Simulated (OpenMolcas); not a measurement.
**CH6BSb (SMILES C[BH][SbH2]) at HF/3-21G**

Wanted: an optimisation with harmonic vibrations of CH6BSb. 

The results are computed with OpenMolcas 26.06.

## (1) The structure to begin with

CH6BSb has 9 atoms, charge 0, and is taken as a singlet. SMILES: `C[BH][SbH2]`. Geometry: relaxed at PBE0-D4/def2-TZVP. This is one conformer, not always the lowest. The run starts from this shape.

Bond lengths: C1–B2 1.551 Å, B2–Sb3 2.227 Å, C1–H4 1.102 Å, C1–H5 1.095 Å, C1–H6 1.091 Å, B2–H7 1.199 Å, Sb3–H8 1.703 Å, Sb3–H9 1.705 Å. Some angles: C1–B2–Sb3 123.7°, C1–B2–H7 119.7°, Sb3–B2–H7 116.5°, B2–C1–H4 105.1°, B2–C1–H5 112.5°, B2–C1–H6 116.5°, B2–Sb3–H8 95.0°, B2–Sb3–H9 95.1°, H4–C1–H5 104.9°, H4–C1–H6 107.2°.

## (2) An optimisation with harmonic vibrations at HF/3-21G

geom.xyz

```xyz
9

C     -0.696500     0.976700    -0.600500
B      0.386200    -0.132200    -0.547000
Sb     1.415200    -0.767000     1.323700
H     -1.637800     0.449300    -0.824500
H     -0.551700     1.662600    -1.441500
H     -0.856700     1.545300     0.316400
H      0.752700    -0.653500    -1.562200
H      1.258000    -2.435000     1.019200
H      0.019000    -0.692400     2.299200
```

job.inp

```
&gateway
 baslib = $CurrDir
 coord = geom.xyz
 basis = 3-21G
 group = NoSym
>>> EXPORT MOLCAS_MAXITER=50
>>> Do While

&seward

&scf
 prorbitals = 0

&slapaf
>>> EndDo
>>> COPY $Project.Opt.xyz $CurrDir/final.xyz
>>> COPY $Project.slapaf.h5 $CurrDir/final.slapaf.h5

&mckinley

&mclr
 thermochemistry
 1
 1.0
 298.15
 End of PT
```

The basis set 3-21G is read from a file made from the Basis Set Exchange's data (not shown).

The run is started by

```sh
$ export MOLCAS_MEM=1860
$ pymolcas job.inp > job.log
```

**Question.** What will come out? Wanted: total energy; dipole moment; HOMO energy; LUMO energy; HOMO–LUMO gap; lowest harmonic wavenumber; highest harmonic wavenumber.

Computed results:

At HF/3-21G:

```
                   quantity                  value
               total energy         -6351.30913 Eh
              dipole moment                 1.38 D
                HOMO energy               -8.68 eV
                LUMO energy                2.06 eV
              HOMO–LUMO gap               10.74 eV
 lowest harmonic wavenumber  230i cm⁻¹ (imaginary)
highest harmonic wavenumber              3251 cm⁻¹
```

What this shows: At the final geometry: Bond lengths: C1–B2 1.574 Å, B2–Sb3 2.280 Å, C1–H4 1.094 Å, C1–H5 1.089 Å, C1–H6 1.084 Å, B2–H7 1.190 Å, Sb3–H8 1.725 Å, Sb3–H9 1.726 Å. Some angles: C1–B2–Sb3 123.4°, C1–B2–H7 119.6°, Sb3–B2–H7 117.0°, B2–C1–H4 107.4°, B2–C1–H5 111.7°, B2–C1–H6 115.4°, B2–Sb3–H8 97.2°, B2–Sb3–H9 96.9°, H4–C1–H5 105.7°, H4–C1–H6 107.3°. 3 modes are imaginary (lowest 230i cm⁻¹): a higher-order saddle point. Relativity is left out although the molecule holds a heavy atom.
